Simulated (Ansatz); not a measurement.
What does this script print? It uses Ansatz's Python interface.

Contents of `li.cif`:
```cif
data_Li
_cell_length_a 3.114098
_cell_length_b 3.114098
_cell_length_c 3.114098
_cell_angle_alpha 60.00000
_cell_angle_beta 60.00000
_cell_angle_gamma 60.00000
_symmetry_space_group_name_H-M 'P 1'
_symmetry_Int_Tables_number 1
loop_
_symmetry_equiv_pos_as_xyz
'x, y, z'
loop_
_atom_site_label
_atom_site_type_symbol
_atom_site_fract_x
_atom_site_fract_y
_atom_site_fract_z
Li1 Li    0.000000    0.000000    0.000000
```

`zeeman.py`
```python
"""Response of the spins of Li to a Zeeman field."""

from dataclasses import dataclass
import warnings

import ansatz as az
from ase.io import read
import numpy as np


@dataclass(frozen=True)
class Settings:
    xc: str = "LDA"
    filling: str = "Fermi-Dirac"
    width_ev: float = 0.01
    n_empty: int = 12


opts = Settings()


def main() -> None:
    warnings.simplefilter("ignore", az.DeckWarning)

    atoms = read("li.cif")
    crystal = az.Crystal.from_ase(atoms)

    calc = crystal.calculation()
    calc = calc.functional(opts.xc)
    calc = calc.basis(39 * az.Ry)
    calc = calc.kpoints(9, center="monkhorst-pack")
    calc = calc.occupations(opts.filling, width=opts.width_ev)
    calc = calc.scf(extra_bands=opts.n_empty)
    calc = calc.spin("collinear")
    # the field acts on the spins alone; such large fields lift the response over the noise
    rows = []
    for tesla in [0, 100, 200, 400]:
        report = (calc.magnetic_field(tesla) if tesla else calc).run().report
        rows.append((tesla, report["magnetization_mub"], report["free_energy_ev"], report["components"].get("e_zeeman", 0.0)))
    lines = [",".join(["B (T)", "moment muB", "F eV", "Zeeman term eV"])] + [",".join(f"{v:.4f}" if isinstance(v, float) else str(v) for v in row) for row in rows]
    print("\n".join(lines))
    with open("zeeman.csv", "w") as handle:
        handle.write("\n".join(lines) + "\n")
    slope = np.polyfit([row[0] for row in rows], [row[1] for row in rows], 1)[0]
    print(f"dM/dB = {1000 * slope:.4f} muB per 1000 T per cell")


if __name__ == "__main__":
    main()
```

```console
$ python zeeman.py
RunWarning: this spin-polarised run has no starting moment large enough to seed its density, so its SCF can try parallel moments of its own, which can die out, and starts no order whose moments [...]
B (T),moment muB,F eV,Zeeman term eV
0,0.0700,-201.6273,0.0000
100,0.0700,-201.6277,-0.0004
200,0.0700,-201.6281,-0.0008
400,0.0700,-201.6289,-0.0016
dM/dB = 0.0000 muB per 1000 T per cell
```
(Warnings from the package without file and line, shortened.)

Caveats:
- These settings explore the input space; cutoff and mesh may be short of convergence.
- For a metal this k-point mesh is coarse: on a finer one energies can move by several to tens of meV an atom and pressures by half a GPa or more, differences at one mesh by less.
- This isn't the structure that Li takes at ambient conditions.
- Orbital magnetism is left out. The response of a metal hangs strongly on mesh and smearing, and a straight-line fit holds only where the moment is linear in the field.
- The script silences the warnings on its input, which a real study should read.
- Hardware and time: 11 s on 1 thread of Arm Neoverse V1 (shared host), peak memory 0.38 GiB.
